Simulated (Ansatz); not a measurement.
# Br4ORe (Re(O)(Br)4): the cost of one run

Method: DFT PBE, plane waves, PAW, molecule in a box with 9 Å of vacuum; program: Ansatz 0.2.0.

3 further runs of the same task are left out: 2 for a known fault of the program, 1 that didn't finish.

## Step 1: The starting structure

6 atoms, charge 0, spin multiplicity 2.

Bond lengths: Re1–O2 1.666 Å, Re1–Br3 2.469 Å, Re1–Br4 2.469 Å, Re1–Br5 2.469 Å, Re1–Br6 2.469 Å. Angles: O2–Re1–Br3 105.4°, O2–Re1–Br4 105.4°, O2–Re1–Br5 105.4°, O2–Re1–Br6 105.4°, Br3–Re1–Br4 85.9°, Br3–Re1–Br5 149.1°, Br3–Re1–Br6 85.9°, Br4–Re1–Br5 85.9°, Br4–Re1–Br6 149.1°, Br5–Re1–Br6 85.9°.

Coordinates:

```
Re    0.0000    0.0000    0.3303
O     0.0000    0.0000    1.9962
Br    2.3799    0.0000   -0.3264
Br    0.0000    2.3799   -0.3264
Br   -2.3799    0.0000   -0.3264
Br    0.0000   -2.3799   -0.3264
```

Formal oxidation states: Re +6. An earlier session relaxed this geometry at B3LYP, Re def2-SVP with ECP60, O def2-SVP, Br def2-SVP (doublet, point group C4v).

## Step 2: Scalar-relativistic

File input.yaml:

```yaml
crystal:
  lattice:
    - [13.76, 0.0, 0.0]
    - [0.0, 13.76, 0.0]
    - [0.0, 0.0, 11.32]
  atoms:
    - { symbol: Re, position: [0.49999419, 0.49999419, 0.45553534], spin: 1.0 }
    - { symbol: O, position: [0.49999419, 0.49999419, 0.60270053] }
    - { symbol: Br, position: [0.67295276, 0.49999419, 0.3975265] }
    - { symbol: Br, position: [0.49999419, 0.67295276, 0.3975265] }
    - { symbol: Br, position: [0.32703488, 0.49999419, 0.3975265] }
    - { symbol: Br, position: [0.49999419, 0.32703488, 0.3975265] }
basis:
  ecutwfc: 420
  ecutrho_ratio: 4
kpoints:
  mp_grid: { grid: [1, 1, 1] }
hamiltonian:
  xc: pbe
scf:
  occupations: { method: gaussian, width: 0.01 }
output:
  forces: true
  eigenvalues: true
  populations: true
magnetization:
  spin_polarized: true
```

On the command line:

```sh
$ ansatz run input.yaml --threads 4 --pin off --max-ram 8192MiB --backend cpu --events-out ev --progress --plain --runs-dir out
```

**Question.** How long does this run take on 4 threads of Intel Xeon 6975P-C (Granite Rapids), shared host, and how much memory does it need?

About 15 s, with a peak of 1.6 GiB.
